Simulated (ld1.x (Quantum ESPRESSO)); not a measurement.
**An ultrasoft potential for tin, from input to tests**

Do these settings give a usable potential? It is generated, then checked for transferability, scattering, ghosts and hardness.

Program: ld1.x (Quantum ESPRESSO) 7.5. Reference atom: PBE, scalar-relativistic, spherical and spin-unpolarised. All values are calculated.

## 1. The design

Typed settings, in words:

- element: tin (Sn, Z = 50)
- type: ultrasoft
- frozen core: [Kr] 4d10
- valence charge: 4
- reference configuration: 5s1.75 5p2.25
- partial waves: 5s (bound): rcut 1.65, rcutus 1.80 bohr; 5s channel at 0.2 Ry: rcut 1.65, rcutus 1.80 bohr; 5p (bound): rcut 2.10, rcutus 2.45 bohr; 5p channel at 1 Ry: rcut 2.10, rcutus 2.45 bohr; 5d channel at 0.05 Ry: rcut 2.20, rcutus 2.75 bohr; 5d channel at 2.8 Ry: rcut 2.20, rcutus 2.75 bohr
- local potential: all-electron potential smoothed inside 2.40 bohr (lloc = -1)
- core correction: a·sin(br)/r model core inside 1.10 bohr
- augmentation charge: PSQ, inside the norm-conserving radii

An earlier all-electron run gives the scale for the radii.

All-electron outer shells of the reference configuration (PBE, scalar-relativistic, ld1.x):

| shell | level (eV) | outermost node (bohr) | outermost maximum (bohr) |
| --- | --- | --- | --- |
| 4p | -90.10 | 0.41 | 0.79 |
| 4d | -26.22 | 0.39 | 0.88 |
| 5s | -10.77 | 0.98 | 2.01 |
| 5p | -3.86 | 1.09 | 2.55 |

## 2. Generation

Sn.in reads:

```
 &input
   title='Sn', zed=50., rel=1, dft='PBE', iswitch=3,
   config='[Kr] 4d10 5s1.75 5p2.25 5d-2',
   nld=3, rlderiv=3.00, eminld=-3.0, emaxld=5.0, deld=0.02
 /
 &inputp
   pseudotype=3, tm=.true., lloc=-1, rcloc=2.40,
   nlcc=.true., rcore=1.10,
   which_augfun='PSQ', rmatch_augfun_nc=.true.,
   file_pseudopw='Sn.UPF', file_wfcaegen='ae.wfc', file_wfcncgen='nc.wfc', file_beta='beta', file_chi='chi', file_wfcusgen='us.wfc'
 /
6
5S  1  0   1.75   0.00  1.65  1.80  0.0
5S  1  0   0.00   0.20  1.65  1.80  0.0
5P  2  1   2.25   0.00  2.10  2.45  0.0
5P  2  1   0.00   1.00  2.10  2.45  0.0
5D  3  2  -2.00   0.05  2.20  2.75  0.0
5D  3  2  -2.00   2.80  2.20  2.75  0.0
 &test
   configts(1)='5s1.75 5p2.25'
 /
```

Command:

```console
$ ld1.x < Sn.in > Sn.out
```

The output, Sn.out (without the banner and most projector matrices):

```text
     Program LD1 v.7.5
     --------------------------- All-electron run ----------------------------

     Sn
     scalar relativistic calculation

     atomic number is 50.00
     dft =PBE   lsd =0 sic =0 latt =0  beta=0.20 tr2=1.0E-14
     Exchange-correlation= PBE
                           (   1   4   3   4   0   0   0)
     mesh =1243 r(mesh) = 100.78374 a.u. xmin = -7.00 dx = 0.01250
     1 Ry =  13.60569312 eV, c = 137.03599908

     n l     nl                  e(Ry)          e(Ha)          e(eV)
     1 0     1S 1( 2.00)     -2132.5388     -1066.2694    -29014.6688
     2 0     2S 1( 2.00)      -321.9608      -160.9804     -4380.5002
     2 1     2P 1( 6.00)      -289.0219      -144.5109     -3932.3432
     3 0     3S 1( 2.00)       -62.1538       -31.0769      -845.6458
     3 1     3P 1( 6.00)       -51.3907       -25.6954      -699.2066
     4 0     4S 1( 2.00)        -9.8729        -4.9365      -134.3277
     4 1     4P 1( 6.00)        -6.6220        -3.3110       -90.0965
     3 2     3D 1(10.00)       -34.8251       -17.4126      -473.8199
     4 2     4D 1(10.00)        -1.9271        -0.9636       -26.2197
     5 0     5S 1( 1.75)        -0.7919        -0.3959       -10.7743
     5 1     5P 1( 2.25)        -0.2834        -0.1417        -3.8559

     final scf error:  6.6E-16 reached in  28 iterations

     Etot =  -12354.284344 Ry,   -6177.142172 Ha, -168088.601543 eV

     Ekin =   12899.007241 Ry,    6449.503621 Ha,  175499.934116 eV
     Encl =  -29873.743885 Ry,  -14936.871943 Ha, -406452.991737 eV
     Eh   =    4949.953239 Ry,    2474.976620 Ha,   67347.544746 eV
     Exc  =    -329.500940 Ry,    -164.750470 Ha,   -4483.088669 eV

     normalization and overlap integrals

     s(1S/1S) =  1.000000  <r> =   0.0291  <r2> =    0.0011  r(max) =   0.0188
     s(2S/2S) =  1.000000  <r> =   0.1255  <r2> =    0.0186  r(max) =   0.1054
     s(2P/2P) =  1.000000  <r> =   0.1096  <r2> =    0.0147  r(max) =   0.0853
     s(3S/3S) =  1.000000  <r> =   0.3393  <r2> =    0.1317  r(max) =   0.3090
     s(3P/3P) =  1.000000  <r> =   0.3377  <r2> =    0.1323  r(max) =   0.3013
     s(4S/4S) =  1.000000  <r> =   0.8186  <r2> =    0.7582  r(max) =   0.7412
     s(4P/4P) =  1.000000  <r> =   0.8858  <r2> =    0.8967  r(max) =   0.7890
     s(3D/3D) =  1.000000  <r> =   0.3146  <r2> =    0.1175  r(max) =   0.2498
     s(4D/4D) =  1.000000  <r> =   1.0981  <r2> =    1.4351  r(max) =   0.8829
     s(5S/5S) =  1.000000  <r> =   2.3877  <r2> =    6.5160  r(max) =   2.0147
     s(5P/5P) =  1.000000  <r> =   3.2197  <r2> =   12.1513  r(max) =   2.5548

     ------------------------ End of All-electron run ------------------------

     --------------------- Generating US pseudopotential ---------------------

      Generating local potential from pseudized AE potential:
      Matching radius rcloc =   2.4000

      Local pseudo, rcloc= 2.370 Estimated cut-off energy=     4.38 Ry

      Computing core charge for nlcc:

       r > 1.11 : true rho core
       r < 1.11 : rho core = a sin(br)/r    a=  23.18  b=   2.26

      Integrated core pseudo-charge :  17.68
      Wfc-us  5S rcutus= 1.800  Estimated cut-off energy=    13.05 Ry
      Wfc-us  5S rcutus= 1.800  Estimated cut-off energy=    14.25 Ry
      Wfc-us  5P rcutus= 2.430  Estimated cut-off energy=    12.56 Ry
      Wfc-us  5P rcutus= 2.430  Estimated cut-off energy=    15.09 Ry
      Wfc-us  5D rcutus= 2.754  Estimated cut-off energy=    13.54 Ry
      Wfc-us  5D rcutus= 2.754  Estimated cut-off energy=    18.93 Ry

     Q pseudized with Bessel functions
     Expected ecutrho=      90.6219 due to l1=  0   l2=  2

     ------------------- End of pseudopotential generation -------------------

     [... the all-electron block is printed once more ...]


     Computing logarithmic derivative in   2.98693
     Computing logarithmic derivative in   2.98693
     Computing the partial wave expansion
     R is outside the sphere for l=    0 j= 0.00
     R is outside the sphere for l=    0 j= 0.00
     R is outside the sphere for l=    1 j= 0.00
     R is outside the sphere for l=    1 j= 0.00
     R is outside the sphere for l=    2 j= 0.00
     R is outside the sphere for l=    2 j= 0.00

     ---------------------- Testing the pseudopotential ----------------------

     Sn
     scalar relativistic calculation

     atomic number is 50.00   valence charge is  4.00
     dft =PBE   lsd =0 sic =0 latt =0  beta=0.20 tr2=1.0E-14
     mesh =1243 r(mesh) = 100.78374 xmin = -7.00 dx = 0.01250

     n l     nl             e AE (Ry)        e PS (Ry)    De AE-PS (Ry)
     1 0     5S   1( 1.75)       -0.79190       -0.79190        0.00000
     2 1     5P   1( 2.25)       -0.28340       -0.28340        0.00000

     eps = 1.1E-15  iter =  3

     Etot =  -12354.284344 Ry,   -6177.142172 Ha, -168088.601543 eV
     Etotps =   -38.670744 Ry,     -19.335372 Ha,    -526.142281 eV

     Ekin =       2.309599 Ry,       1.154800 Ha,      31.423699 eV
     Encl =     -12.916954 Ry,      -6.458477 Ha,    -175.744114 eV
     Ehrt =       5.104069 Ry,       2.552035 Ha,      69.444402 eV
     Ecxc =     -34.468901 Ry,     -17.234451 Ha,    -468.973290 eV
     (Ecc =     -31.879961 Ry,     -15.939981 Ha,    -433.748968 eV)
     Epseu=       1.301442 Ry,       0.650721 Ha,      17.707022 eV

     ---------------------- End of pseudopotential test ----------------------
```

It took 0.93 s on 1 thread of Neoverse-V2, shared host. This counts the later configuration tests of the new file too.

Partial waves on a coarse radial grid (AE all-electron, PS pseudo):

| r (bohr) | 5s AE | 5s PS |
| --- | --- | --- |
| 0.138 | -0.0227 | 0.0027 |
| 0.275 | 0.2199 | 0.0112 |
| 0.413 | -0.0574 | 0.0308 |
| 0.550 | -0.3058 | 0.0648 |
| 0.688 | -0.3446 | 0.1156 |
| 0.825 | -0.2240 | 0.1820 |
| 0.963 | -0.0311 | 0.2622 |
| 1.100 | 0.1695 | 0.3506 |
| 1.238 | 0.3485 | 0.4426 |
| 1.375 | 0.4907 | 0.5303 |
| 1.513 | 0.5968 | 0.6083 |
| 1.650 | 0.6684 | 0.6699 |
| 1.788 | 0.7117 | 0.7117 |
| 1.925 | 0.7316 | 0.7316 |
| 2.062 | 0.7336 | 0.7336 |
| 2.200 | 0.7217 | 0.7217 |
| 2.338 | 0.6995 | 0.6995 |
| 2.475 | 0.6703 | 0.6703 |
| 2.613 | 0.6359 | 0.6359 |
| 2.750 | 0.5987 | 0.5987 |
| 2.888 | 0.5597 | 0.5597 |
| 3.025 | 0.5205 | 0.5205 |
| 3.162 | 0.4817 | 0.4817 |
| 3.300 | 0.4437 | 0.4437 |
| 3.438 | 0.4071 | 0.4071 |
| 3.575 | 0.3726 | 0.3726 |

## 3. Testing the new file in other configurations

Sn.test.in reads:

```
 &input
   title='Sn', zed=50., rel=1, dft='PBE', iswitch=2,
   config='[Kr] 4d10 5s1.75 5p2.25 5d-2'
 /
 &test
   file_pseudo='Sn.UPF', nconf=8,
   configts(1)='5s1.75 5p2.25',
   configts(2)='5s2 5p2',
   configts(3)='5s2 5p1',
   configts(4)='5s2 5p0',
   configts(5)='5s1 5p0',
   configts(6)='5s1 5p3',
   configts(7)='5s2 5p2.3',
   configts(8)='5s0 5p4'
 /
```

Command:

```console
$ ld1.x < Sn.test.in > Sn.test.out
```

Sn.test.out, the pseudopotential blocks (excerpt; [...] marks lines left out):

```text
     ---------------------- Testing the pseudopotential ----------------------

     Sn
     scalar relativistic calculation

     atomic number is 50.00   valence charge is  4.00
     dft =PBE   lsd =0 sic =0 latt =0  beta=0.20 tr2=1.0E-14
     mesh =1243 r(mesh) = 100.78374 xmin = -7.00 dx = 0.01250

     n l     nl             e AE (Ry)        e PS (Ry)    De AE-PS (Ry)
     1 0     5S   1( 1.75)       -0.79190       -0.79190        0.00000
     2 1     5P   1( 2.25)       -0.28340       -0.28340        0.00000

     eps = 1.1E-15  iter =  3

     Etot =  -12354.284344 Ry,   -6177.142172 Ha, -168088.601543 eV
     Etotps =   -38.670744 Ry,     -19.335372 Ha,    -526.142281 eV

     Ekin =       2.309599 Ry,       1.154800 Ha,      31.423699 eV
     Encl =     -12.916954 Ry,      -6.458477 Ha,    -175.744114 eV
     Ehrt =       5.104069 Ry,       2.552035 Ha,      69.444402 eV
     Ecxc =     -34.468901 Ry,     -17.234451 Ha,    -468.973290 eV
     (Ecc =     -31.879961 Ry,     -15.939981 Ha,    -433.748968 eV)
     Epseu=       1.301442 Ry,       0.650721 Ha,      17.707022 eV

     ---------------------- End of pseudopotential test ----------------------

     ---------------------- Testing the pseudopotential ----------------------

     Sn
     [...]
     n l     nl             e AE (Ry)        e PS (Ry)    De AE-PS (Ry)
     1 0     5S   1( 2.00)       -0.77532       -0.77409       -0.00124
     2 1     5P   1( 2.00)       -0.27151       -0.27132       -0.00019

     eps = 3.2E-15  iter =  9

     Etot =  -12354.410875 Ry,   -6177.205437 Ha, -168090.323077 eV
     Etotps =   -38.797155 Ry,     -19.398578 Ha,    -527.862191 eV
     dEtot_ae =      -0.126530 Ry
     dEtot_ps =      -0.126411 Ry,   Delta E=      -0.000119 Ry

     [...]
     ---------------------- End of pseudopotential test ----------------------
```

6 tests gave no usable energy difference (5s2 5p1; 5s2 5p0; 5s1 5p0; 5s1 5p3; others); the test run stopped with "negative rho".

Excitation and ionisation energies from 5s1.75 5p2.25, with the error of the potential.

```tsv
valence configuration	charge	ΔE all-electron (eV)	error AE − PS (meV)
5s2 5p2	0	-1.722	-1.6
```

## 4. Logarithmic derivatives

Taken from the files of the generation run. The phase is arctan(r·u′/u) with u = r·R, unwrapped, with energies in Ry. A pole is an energy at which the radial function vanishes at the test radius. The pseudo phase is shifted by a multiple of π to meet the all-electron one at the reference energy. Levels narrower than the energy grid can be missing from the poles. The last column is the largest difference on the grid between −1 and +1 Ry.

| channel | radius (bohr) | reference (Ry) | poles AE | poles PS | window around the reference with phases within 0.05 rad (Ry) | largest difference near zero (rad) |
| --- | --- | --- | --- | --- | --- | --- |
| s | 2.99 | -0.79 | -0.07 | -0.07 | the whole range | 0.000 |
| p | 2.99 | -0.28 | 0.96 | 0.96 | below 3.3 | 0.000 |
| d | 2.99 | 0.05 | -1.90, 2.81 | 2.81, 3.82 | -1.7 to 3.4 | 0.038 |

Phases (rad) along the scan:

| E (Ry) | d AE | d PS | s AE | s PS |
| --- | --- | --- | --- | --- |
| -3.00 | 1.372 | -1.758 | 1.333 | 1.333 |
| -2.52 | 1.347 | -1.773 | 1.294 | 1.294 |
| -2.04 | 1.221 | -1.793 | 1.224 | 1.224 |
| -1.56 | -1.794 | -1.821 | 1.052 | 1.052 |
| -1.08 | -1.851 | -1.860 | 0.141 | 0.140 |
| -0.60 | -1.921 | -1.924 | -1.303 | -1.303 |
| -0.12 | -2.046 | -2.046 | -1.557 | -1.557 |
| 0.36 | -2.358 | -2.361 | -1.663 | -1.663 |
| 0.84 | -3.366 | -3.404 | -1.745 | -1.745 |
| 1.32 | -4.248 | -4.270 | -1.841 | -1.841 |
| 1.80 | -4.517 | -4.526 | -2.007 | -2.007 |
| 2.28 | -4.634 | -4.638 | -2.451 | -2.450 |
| 2.76 | -4.706 | -4.706 | -3.640 | -3.637 |
| 3.24 | -4.761 | -4.771 | -4.272 | -4.270 |
| 3.72 | -4.813 | -7.800 | -4.473 | -4.472 |
| 4.20 | -4.876 | -7.918 | -4.568 | -4.567 |
| 4.68 | -4.972 | -7.960 | -4.624 | -4.623 |

## 5. Cutoff and ghost test in a Bessel basis

This step uses the generator's waves and projectors in a separate script. Basis: spherical Bessel functions vanishing at 20 bohr, q² up to the cutoff; potential fixed at the reference.

All-electron valence levels (Ry): 5s -0.7919, 5p -0.2834. The lowest levels of each channel (Ry) by cutoff; the last column sums, over occupied levels, occupation times the distance from the level at 400 Ry. A positive value at high cutoff is not a bound level.

| cutoff (Ry) | s #1 | s #2 | p #1 | d #1 | f #1 | Σ f·Δε (mRy) |
| --- | --- | --- | --- | --- | --- | --- |
| 8 | -6.3291 | -0.7655 | -0.2833 | 0.0454 | 0.1047 | 46.6 |
| 10 | -6.9817 | -0.7852 | -0.2833 | 0.0454 | 0.1047 | 12.0 |
| 12 | -7.3128 | -0.7905 | -0.2833 | 0.0454 | 0.1047 | 2.7 |
| 15 | -7.4623 | -0.7913 | -0.2834 | 0.0454 | 0.1047 | 1.1 |
| 18 | -7.5306 | -0.7914 | -0.2834 | 0.0454 | 0.1047 | 1.0 |
| 21 | -7.5368 | -0.7916 | -0.2834 | 0.0454 | 0.1047 | 0.7 |
| 25 | -7.5371 | -0.7917 | -0.2834 | 0.0454 | 0.1047 | 0.3 |
| 400 | -7.5569 | -0.7919 | -0.2834 | 0.0454 | 0.1047 | 0.0 |

The sum stays within 10 mRy from 12 Ry and within 1 mRy from 18 Ry. The sum leaves out empty levels, which can need more. Ghost test: ghost state, bound below the all-electron valence or empty levels of the same l: s at -102.8 eV.

## 6. Results

| quantity | value |
| --- | --- |
| cutoffs for 10 and 1 mRy, occupied levels | 12 Ry and 18 Ry |
| bound ghosts | s at -102.82 eV |
| largest test error (AE − PS) | -1.6 meV, for 5s2 5p2 (6 tests unsolved) |
| largest phase difference near zero energy, channels read | 0.038 rad |
| lowest eigenvalue of the overlap (Bessel basis) | 0.548 (p) |
| density cutoff estimated by the generator | 91 Ry |

What this shows: A bound ghost (s) makes it unfit for use: electrons can fall into a state that the atom doesn't have. The worst unpolarised test, 5s2 5p2, is off by 1.6 meV on 1.7 eV; by total energies transferability rates as very good where solved. Atomic tests can pass in spite of a ghost, since they solve only for the levels asked. The test run broke off, so later configurations gave nothing; the verdict rests on few tests. By its cutoff, 12 Ry for the looser tolerance, it is soft on the atom at that tolerance. The slowest occupied level is 5s: taken alone it needs 15 Ry to come within 1 mRy, against 6 Ry or less for 5p. Of the channels read, d scatters worst near zero energy, by up to 0.04 rad.
